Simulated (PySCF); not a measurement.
# Sn⁺, Sn²⁺: ionisation energy in aug-cc-pVDZ-PP with ECP28

Wanted: the ionisation energy of tin, up a ladder of methods.

Method: unrestricted determinants in a Gaussian basis, no spin-orbit coupling in the energies. Code: PySCF 2.14.0.

## Step 1: The atom as given

```
Element                                   : tin (Z = 50)
Basis                                     : aug-cc-pVDZ-PP with ECP28MDF (5s4p3d, 32 functions)
Hamiltonian                               : a scalar-relativistic core potential
State 1                                   : Sn⁺: [Kr] 4d10 5s2 5p1, 2P determinant
State 2                                   : Sn²⁺: [Kr] 4d10 5s2, closed-shell 1S
Methods                                   : UHF, TPSS, r2SCAN, MP2, CCSD(T)
Core shells frozen in the correlated runs : valence: 4s2 4p6 4d10 (for Sn⁺)
```

Outer shells as boxes (Hund's rule):

Sn+ [Kr] 4d10 5s2 5p1
```
[Kr] core
4d [↑↓][↑↓][↑↓][↑↓][↑↓]
5s [↑↓]
5p [↑ ][  ][  ]
```

Sn2+ [Kr] 4d10 5s2
```
[Kr] core
4d [↑↓][↑↓][↑↓][↑↓][↑↓]
5s [↑↓]
```

One driver process ran all states and methods and kept the integrals in memory. Each run is shown as a PySCF script that sums up its settings (the driver passes frozen orbitals as a list and adds second-order terms of double hybrids); the logs are those of the runs themselves. The driver starts from symmetry-adapted Hartree-Fock orbitals, holds the occupation by maximum overlap and uses a logarithmic radial grid for functionals, so a plain start would take other cycles.

The driver's launch:

```bash
$ OMP_NUM_THREADS=1 python atomrun2.py TASK.json OUT
```

The integrals over 32 functions and the set-up took 0.09 s of CPU time.

## Step 2: Sn⁺

Level: UHF.

Contents of input.py:

```python
from pyscf import gto, scf, dft, mp, cc
import basis_set_exchange as bse
txt = bse.get_basis("aug-cc-pVDZ-PP", elements=["Sn"], fmt="nwchem", header=False)
cut = txt.index("\nECP")
mol = gto.M(atom="Sn 0 0 0", charge=1, spin=1, symmetry="D2h",
            basis=gto.basis.parse(txt[:cut]),
            ecp={"Sn": gto.basis.parse_ecp(txt[cut:])})
mf = scf.UHF(mol)
mf.irrep_nelec = {'Ag': (4, 4), 'B1g': (1, 1), 'B2g': (1, 1), 'B3g': (1, 1), 'B1u': (1, 1), 'B2u': (2, 1), 'B3u': (1, 1)}
mf.kernel()
```

Level: TPSS.

Changes to input.py:

```diff
@@ -7,3 +7,3 @@
             ecp={"Sn": gto.basis.parse_ecp(txt[cut:])})
-mf = scf.UHF(mol)
+mf = dft.UKS(mol, xc="TPSS")
 mf.irrep_nelec = {'Ag': (4, 4), 'B1g': (1, 1), 'B2g': (1, 1), 'B3g': (1, 1), 'B1u': (1, 1), 'B2u': (2, 1), 'B3u': (1, 1)}
```

Level: r2SCAN.

Changes to input.py:

```diff
@@ -7,3 +7,3 @@
             ecp={"Sn": gto.basis.parse_ecp(txt[cut:])})
-mf = dft.UKS(mol, xc="TPSS")
+mf = dft.UKS(mol, xc="R2SCAN")
 mf.irrep_nelec = {'Ag': (4, 4), 'B1g': (1, 1), 'B2g': (1, 1), 'B3g': (1, 1), 'B1u': (1, 1), 'B2u': (2, 1), 'B3u': (1, 1)}
```

Level: MP2 (valence).

Changes to input.py:

```diff
@@ -7,4 +7,5 @@
             ecp={"Sn": gto.basis.parse_ecp(txt[cut:])})
-mf = dft.UKS(mol, xc="R2SCAN")
+mf = scf.UHF(mol)
 mf.irrep_nelec = {'Ag': (4, 4), 'B1g': (1, 1), 'B2g': (1, 1), 'B3g': (1, 1), 'B1u': (1, 1), 'B2u': (2, 1), 'B3u': (1, 1)}
 mf.kernel()
+mp.UMP2(mf, frozen=9).kernel()
```

Level: CCSD(T) (valence).

Changes to input.py:

```diff
@@ -10,2 +10,3 @@
 mf.kernel()
-mp.UMP2(mf, frozen=9).kernel()
+mycc = cc.CCSD(mf, frozen=9).run()
+mycc.ccsd_t()
```

## Step 3: Sn²⁺: the ladder of methods

Level: UHF.

Contents of input.py:

```python
from pyscf import gto, scf, dft, mp, cc
import basis_set_exchange as bse
txt = bse.get_basis("aug-cc-pVDZ-PP", elements=["Sn"], fmt="nwchem", header=False)
cut = txt.index("\nECP")
mol = gto.M(atom="Sn 0 0 0", charge=2, spin=0, symmetry="D2h",
            basis=gto.basis.parse(txt[:cut]),
            ecp={"Sn": gto.basis.parse_ecp(txt[cut:])})
mf = scf.UHF(mol)
mf.irrep_nelec = {'Ag': (4, 4), 'B1g': (1, 1), 'B2g': (1, 1), 'B3g': (1, 1), 'B1u': (1, 1), 'B2u': (1, 1), 'B3u': (1, 1)}
mf.kernel()
```

Level: TPSS.

Changes to input.py:

```diff
@@ -7,3 +7,3 @@
             ecp={"Sn": gto.basis.parse_ecp(txt[cut:])})
-mf = scf.UHF(mol)
+mf = dft.UKS(mol, xc="TPSS")
 mf.irrep_nelec = {'Ag': (4, 4), 'B1g': (1, 1), 'B2g': (1, 1), 'B3g': (1, 1), 'B1u': (1, 1), 'B2u': (1, 1), 'B3u': (1, 1)}
```

Level: r2SCAN.

Changes to input.py:

```diff
@@ -7,3 +7,3 @@
             ecp={"Sn": gto.basis.parse_ecp(txt[cut:])})
-mf = dft.UKS(mol, xc="TPSS")
+mf = dft.UKS(mol, xc="R2SCAN")
 mf.irrep_nelec = {'Ag': (4, 4), 'B1g': (1, 1), 'B2g': (1, 1), 'B3g': (1, 1), 'B1u': (1, 1), 'B2u': (1, 1), 'B3u': (1, 1)}
```

Level: MP2 (valence).

Changes to input.py:

```diff
@@ -7,4 +7,5 @@
             ecp={"Sn": gto.basis.parse_ecp(txt[cut:])})
-mf = dft.UKS(mol, xc="R2SCAN")
+mf = scf.UHF(mol)
 mf.irrep_nelec = {'Ag': (4, 4), 'B1g': (1, 1), 'B2g': (1, 1), 'B3g': (1, 1), 'B1u': (1, 1), 'B2u': (1, 1), 'B3u': (1, 1)}
 mf.kernel()
+mp.UMP2(mf, frozen=9).kernel()
```

Level: CCSD(T) (valence).

Changes to input.py:

```diff
@@ -10,2 +10,3 @@
 mf.kernel()
-mp.UMP2(mf, frozen=9).kernel()
+mycc = cc.CCSD(mf, frozen=9).run()
+mycc.ccsd_t()
```

**Question.** What will these runs give?

The runs gave:

| quantity | value |
| --- | --- |
| ionisation energy, Sn⁺ | UHF 13.720, CCSD(T) (valence) 13.932 eV; reference 14.282 |

Each level's miss and price (over 1 difference):

```tsv
method	mean absolute miss against the measured value (with the measured fine structure taken into account where it is known) (eV)	CPU time, both states (s)
UHF	0.561	0.17
TPSS	0.105	1.1
r2SCAN	0.081	0.94
MP2 (valence)	0.428	0.19
SCS-MP2 (valence)	0.446	0.19
CCSD (valence)	0.360	
CCSD(T) (valence)	0.349	0.41
```

What this shows: r2SCAN lands nearest to the measured value (off by 0.08 eV); UHF misses by most (0.56 eV). Hartree-Fock falls short because the species with more electrons holds more correlation energy, which it lacks. The basis is finite, and no extrapolation was made. The dearest level timed, TPSS, costs 6.2 times the cheapest, UHF, and differs from the measured value (with the measured fine structure taken into account where it is known) by 0.10 against 0.56 eV.
